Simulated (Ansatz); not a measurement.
Predict the output of the script below (Ansatz's Python interface).

`ch2f2ges_energy.py`:
```python
'''Single point of CH2F2GeS.'''

import sys
import warnings

import ansatz as az
from ase import Atoms
import numpy as np


def main() -> None:
    warnings.simplefilter('ignore', az.DeckWarning)

    atoms = Atoms(['F', 'C', 'F', 'S', 'Ge', 'H', 'H'], positions=[
        (1.6031, -1.1671, 0.4108),
        (0.2078, -0.8026, 0.3747),
        (-0.5606, -1.1802, 1.4644),
        (-0.5084, -1.119, -1.1783),
        (-0.1731, 0.938, -0.2917),
        (-1.4958, 1.603, 0.2213),
        (0.9883, 1.6597, -1.0468),
    ])
    molecule = az.Crystal.molecule_from_ase(atoms)

    setup = molecule.calculation()
    setup = setup.basis(gaussian='6-31G*')
    setup = setup.functional('r2scan0')
    setup = setup.forces()
    try:
        r = setup.run().report
    except az.AnsatzError as error:
        sys.exit(f'{type(error).__name__}: {error}')

    for key in ('converged', 'free_energy_ev', 'reference_energy_ev', 'n_frozen', 'n_occupied', 'n_virtual'):
        print(f'{key:22s} {r[key]}')

    symbols = [site.symbol for site in molecule.cartesian_sites]
    print('forces (eV/A)')
    for symbol, f in zip(symbols, r['forces_ev_ang']):
        print(f'  {symbol:2s} {f[0]:9.4f} {f[1]:9.4f} {f[2]:9.4f}')

    charges = r['charge_distribution']
    print('dipole moment', round(4.803205 * float(np.linalg.norm(charges['dipole_moment_e_ang'])), 3), 'D')
    print('Mulliken:', [(s, round(q, 3)) for s, q in zip(symbols, charges['mulliken_charges_e'])])


if __name__ == '__main__':
    main()
```

```console
$ python ch2f2ges_energy.py
converged              True
free_energy_ev         -73841.7844030103
reference_energy_ev    -73841.7844030103
n_frozen               0
n_occupied             [37, 37]
n_virtual              [66, 66]
forces (eV/A)
  F    -2.8761    0.1929    0.9278
  C     1.6764   -0.1740    1.2269
  F     1.8137   -0.2906   -0.8876
  S    -0.5733    0.0051   -0.8158
  Ge   -0.0854    0.4898   -0.4658
  H     0.7127   -0.1360   -0.3665
  H    -0.6680   -0.0871    0.3809
dipole moment 3.304 D
Mulliken: [('F', -0.306), ('C', 0.465), ('F', -0.279), ('S', -0.054), ('Ge', 0.028), ('H', 0.071), ('H', 0.075)]
```

What to keep in mind:
- Total energies depend on the basis set; only differences at equal settings carry meaning.
- The geometry is a force-field or estimated start, not a minimum of this method, and the basis set is short of its limit.
- Wall time of the script: 10 s on 1 thread of Arm Neoverse V2 (shared host), peak memory 0.32 GiB.

(A comment or docstring line of the script was reworded after the run, the code is as it ran; lines on the test bed's own set-up are left out of the output.)
